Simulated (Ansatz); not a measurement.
# HF/3-21G run of GeH3F (fluorogermane)

What is the electronic atomisation energy of GeH3F (fluorogermane) at HF/3-21G? 

The calculation is run with Ansatz 0.2.0.

55 further runs of the same task are left out: 6 that didn't finish, 49 set aside as unsound or not needed.

### 1 The system as given

GeH3F has 5 atoms, charge 0, and is taken as a singlet. As SMILES, `[F][GeH3]`. The shape is that of a PBE0-D4/def2-TZVP optimisation.

Bond lengths: F1–Ge2 1.742 Å, Ge2–H3 1.533 Å, Ge2–H4 1.533 Å, Ge2–H5 1.533 Å. Angles: F1–Ge2–H3 106.2°, F1–Ge2–H4 106.2°, F1–Ge2–H5 106.3°, H3–Ge2–H4 112.5°, H3–Ge2–H5 112.5°, H4–Ge2–H5 112.5°.

### 2 The energy at HF/3-21G

The input, run.yaml:

```yaml
crystal:
  periodic: [false, false, false]
  atoms:
    - {symbol: F, position_ang: [-1.046500, 0.474300, 1.162200]}
    - {symbol: Ge, position_ang: [0.068200, -0.041600, -0.072800]}
    - {symbol: H, position_ang: [1.331000, -0.512000, 0.658600]}
    - {symbol: H, position_ang: [-0.627800, -1.178000, -0.831200]}
    - {symbol: H, position_ang: [0.325100, 1.183600, -0.958100]}
basis:
  gaussian: {orbitals: 3-21G-spherical.json}
output: {orbitals: {seedname: orbitals}}
hamiltonian: {xc: hf}
accuracy: high
```

The basis set 3-21G is read from a file made from the Basis Set Exchange's data (not shown).

Launch:

```sh
$ ansatz run run.yaml --threads 1 --pin off --max-ram 3480MiB --events-out events.jsonl --progress --plain --runs-dir runs
```

Standard output:

```text
Warning: RAYON_NUM_THREADS=1 ignored (pool sized by the plan → 1); use --threads N
Functional definition: HF
  name "HF"
  exchange = exact_x
  correlation = 0
618 factors; integrals over basis functions are off by at most 4.0e-9 eV
mean field evaluation 1: about -58938.3495 eV, gradient 2.6e1 eV
mean field evaluation 2: about -58938.4905 eV, gradient 2.7e1 eV
mean field evaluation 4: about -58939.8785 eV, gradient 1.3e0 eV
mean field evaluation 8: about -58939.8944 eV, gradient 4.1e-5 eV
mean field -58939.89436487 eV, -2166.0011670138 hartree, gradient 2.4e-8 eV, S^2 0.000000; 0 other end points of the search recorded, 0 dependent functions left out
reference -58939.89436487 eV, -2166.0011670138 hartree; 22, 22 occupied and 15, 15 virtual orbitals, 618 factors
Total energy: -58939.89436487 eV, -2166.0011670138 hartree
```

Run time: 0.2 s. Hardware: 1 thread of Arm Neoverse V2, shared host.

### 3 The F atom, same level

The input, in.yaml:

```yaml
basis:
  gaussian:
    orbitals: 3-21G.json
crystal:
  periodic: [false, false, false]
  atoms:
    - {symbol: F, position_ang: [0.000000, 0.000000, 0.000000]}
magnetization:
  spin_polarized: true
  initial_magnetization: 1
hamiltonian:
  xc: hf
accuracy: high
```

The basis set 3-21G is read from a file made from the Basis Set Exchange's data (not shown).

Run the same way, it converges to -98.84501 Eh (log not shown).

### 4 The Ge atom, same level

The input, in.yaml:

```yaml
basis:
  gaussian: {orbitals: 3-21G-spherical.json}
crystal:
  periodic: [false, false, false]
  atoms:
    - {symbol: Ge, position_ang: [0.000000, 0.000000, 0.000000]}
magnetization: {spin_polarized: true, initial_magnetization: 2}
hamiltonian: {xc: hf}
accuracy: high
```

The basis set 3-21G is read from a file made from the Basis Set Exchange's data (not shown).

Run the same way, it converges to -2065.29167 Eh (log not shown).

### 5 The H atom at the same level

The input, job.yaml:

```yaml
crystal:
  periodic: [false, false, false]
  atoms:
    - symbol: H
      position_ang: [0.000000, 0.000000, 0.000000]
basis:
  gaussian: {orbitals: 3-21G.json}
magnetization: {spin_polarized: true, initial_magnetization: 1}
hamiltonian: {xc: hf}
accuracy: high
```

The basis set 3-21G is read from a file made from the Basis Set Exchange's data (not shown).

Run the same way, it converges to -0.49620 Eh (log not shown).

### 6 Results

At HF/3-21G:

```
                     quantity           value
       molecule: total energy  -2166.00117 Eh
        molecule: HOMO energy       -13.04 eV
        molecule: LUMO energy         3.66 eV
      molecule: HOMO–LUMO gap        16.70 eV
         F atom: total energy    -98.84501 Eh
                 F atom: ⟨S²⟩           0.750
        Ge atom: total energy  -2065.29167 Eh
                Ge atom: ⟨S²⟩           2.000
         H atom: total energy     -0.49620 Eh
                 H atom: ⟨S²⟩           0.750
electronic atomisation energy       10.229 eV
```

Taking the molecule apart into free atoms costs 10.23 eV (987 kJ/mol), before zero-point energy and without spin-orbit coupling. Hartree–Fock lacks the correlation of the bonding pairs, which as a rule makes this value much too low; in minimal bases other errors can mask that. The basis has no polarisation functions, which makes bonds too weak.
